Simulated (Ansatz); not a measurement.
# CH6OSn: the cost of one run

Method: RKS B3LYP-D4/def2-SVP, in Ansatz 0.2.0.

**1. The starting structure**

Bond lengths: Sn1–H2 1.740 Å, Sn1–H3 1.740 Å, Sn1–O4 1.959 Å, O4–H5 1.010 Å, Sn1–C6 2.148 Å, C6–H7 1.110 Å, C6–H8 1.110 Å, C6–H9 1.110 Å. Angles: H2–Sn1–H3 109.4°, H2–Sn1–O4 109.5°, H2–Sn1–C6 109.5°, H3–Sn1–O4 109.5°, H3–Sn1–C6 109.5°, O4–Sn1–C6 109.5°, Sn1–O4–H5 109.5°, Sn1–C6–H7 109.5°, Sn1–C6–H8 109.5°, Sn1–C6–H9 109.5°, H7–C6–H8 109.4°, H7–C6–H9 109.4°, H8–C6–H9 109.4°.

As a file:

```xyz
9

Sn    0.0000    0.0000    0.0000
H     0.0000    0.0000    1.7400
H     1.6408    0.0000   -0.5794
O    -0.9232    1.5994   -0.6527
H    -1.8810    1.3686   -0.8751
C    -1.0126   -1.7544   -0.7160
H    -1.5123   -2.2661    0.1329
H    -1.7727   -1.4617   -1.4701
H    -0.2768   -2.4431   -1.1811
```

**2. Preparing the start**

input.yaml

```yaml
crystal:
  periodic: [false, false, false]
  atoms:
    - { symbol: Sn, position_ang: [0.0, 0.0, 0.0] }
    - { symbol: H, position_ang: [0.0, 0.0, 1.74] }
    - { symbol: H, position_ang: [1.6408, 0.0, -0.5794] }
    - { symbol: O, position_ang: [-0.9232, 1.5994, -0.6527] }
    - { symbol: H, position_ang: [-1.881, 1.3686, -0.8751] }
    - { symbol: C, position_ang: [-1.0126, -1.7544, -0.716] }
    - { symbol: H, position_ang: [-1.5123, -2.2661, 0.1329] }
    - { symbol: H, position_ang: [-1.7727, -1.4617, -1.4701] }
    - { symbol: H, position_ang: [-0.2768, -2.4431, -1.1811] }
basis:
  gaussian: { orbitals: def2-SVP }
hamiltonian:
  xc: b3lyp
  dispersion: d4
relax:
  f_tol: 0.02
  max_steps: 40
```

The run is started by

```bash
> ansatz run input.yaml --threads 2 --pin off --max-ram 3072MiB --backend cpu --events-out ev --progress --plain --runs-dir out
```

What time and memory should one allow on 2 threads of Intel Xeon 6975P-C (Granite Rapids), shared host?

About 28 s, with a peak of 0.19 GiB.
